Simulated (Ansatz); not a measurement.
# Ta3N5: the cost of one run

Program: Ansatz 0.2.0. Level of theory: DFT r2SCAN, scalar-relativistic, plane waves, PAW. These are calculated values, not measurements.

## Step 1: The starting structure

The structure is orthorhombic, space group Cmcm (No. 63). The conventional cell has a = 3.872 Å, b = 10.261 Å, c = 10.296 Å, α = 90.00°, β = 90.00°, γ = 90.00°. Ta (site symmetry m2m) is surrounded by 6 N at 2.05 to 2.14 Å. Ta (site symmetry m) has 6 N at 1.95 to 2.26 Å in its first shell of neighbours. Around N (site symmetry m2m) lie 4 Ta at 2.05 to 2.23 Å. N (site symmetry m) has 3 Ta at 1.95 to 2.05 Å in its first shell of neighbours. N (site symmetry m) has 4 Ta at 2.03 to 2.26 Å in its first shell of neighbours.

As a file:

```
CELL_PARAMETERS angstrom
1.93620 -5.13050 0.00000
1.93620 5.13050 0.00000
0.00000 0.00000 10.29616
ATOMIC_POSITIONS crystal
Ta 0.80328 0.19672 0.25000
Ta 0.19672 0.80328 0.75000
Ta 0.86664 0.13336 0.55996
Ta 0.13336 0.86664 0.05996
Ta 0.13336 0.86664 0.44004
Ta 0.86664 0.13336 0.94004
N 0.23696 0.76304 0.25000
N 0.76304 0.23696 0.75000
N 0.95303 0.04697 0.11876
N 0.04697 0.95303 0.61876
N 0.04697 0.95303 0.88124
N 0.95303 0.04697 0.38124
N 0.69210 0.30790 0.07406
N 0.30790 0.69210 0.57406
N 0.30790 0.69210 0.92594
N 0.69210 0.30790 0.42594
```

This cell was relaxed beforehand with the same method: volume 12.78 Å³/atom, gap on the mesh 1.61 eV.

## Step 2: Volume × 0.97

The input, input.yaml:

```yaml
crystal:
  lattice:
    - [1.9166378001, -5.0786769698, 0.0]
    - [1.9166378001, 5.0786769698, 0.0]
    - [0.0, 0.0, 10.192152834]
  atoms:
    - { symbol: Ta, position: [0.8032760164, 0.1967239836, 0.25] }
    - { symbol: Ta, position: [0.1967239836, 0.8032760164, 0.75] }
    - { symbol: Ta, position: [0.8666437861, 0.1333562139, 0.5599575377] }
    - { symbol: Ta, position: [0.1333562139, 0.8666437861, 0.0599575377] }
    - { symbol: Ta, position: [0.1333562139, 0.8666437861, 0.4400424623] }
    - { symbol: Ta, position: [0.8666437861, 0.1333562139, 0.9400424623] }
    - { symbol: "N", position: [0.2369645001, 0.7630354999, 0.25] }
    - { symbol: "N", position: [0.7630354999, 0.2369645001, 0.75] }
    - { symbol: "N", position: [0.9530313278, 0.0469686722, 0.1187605792] }
    - { symbol: "N", position: [0.0469686722, 0.9530313278, 0.6187605792] }
    - { symbol: "N", position: [0.0469686722, 0.9530313278, 0.8812394208] }
    - { symbol: "N", position: [0.9530313278, 0.0469686722, 0.3812394208] }
    - { symbol: "N", position: [0.6921007171, 0.3078992829, 0.0740572603] }
    - { symbol: "N", position: [0.3078992829, 0.6921007171, 0.5740572603] }
    - { symbol: "N", position: [0.3078992829, 0.6921007171, 0.9259427397] }
    - { symbol: "N", position: [0.6921007171, 0.3078992829, 0.4259427397] }
basis:
  ecutwfc: 500
kpoints:
  mp_grid: { grid: [8, 8, 4] }
hamiltonian:
  xc: r2scan
scf:
  occupations: { method: gaussian, width: 0.02 }
output:
  forces: true
  stress: true
  eigenvalues: true
relax:
  adjacent_minimum: "off"
  f_tol: 0.01
  max_steps: 30
  cell: { stress_tol: 0.1, fix: [volume] }
```

On the command line:

```bash
$ ansatz run input.yaml --threads 4 --pin off --max-ram 10240MiB --backend cpu --events-out ev --progress --plain --runs-dir out
```

**Question.** How long does this run take on 4 threads of Intel Xeon at 2.70GHz, shared host, and how much memory does it need?

About 4.6 min, with a peak of 1.8 GiB.
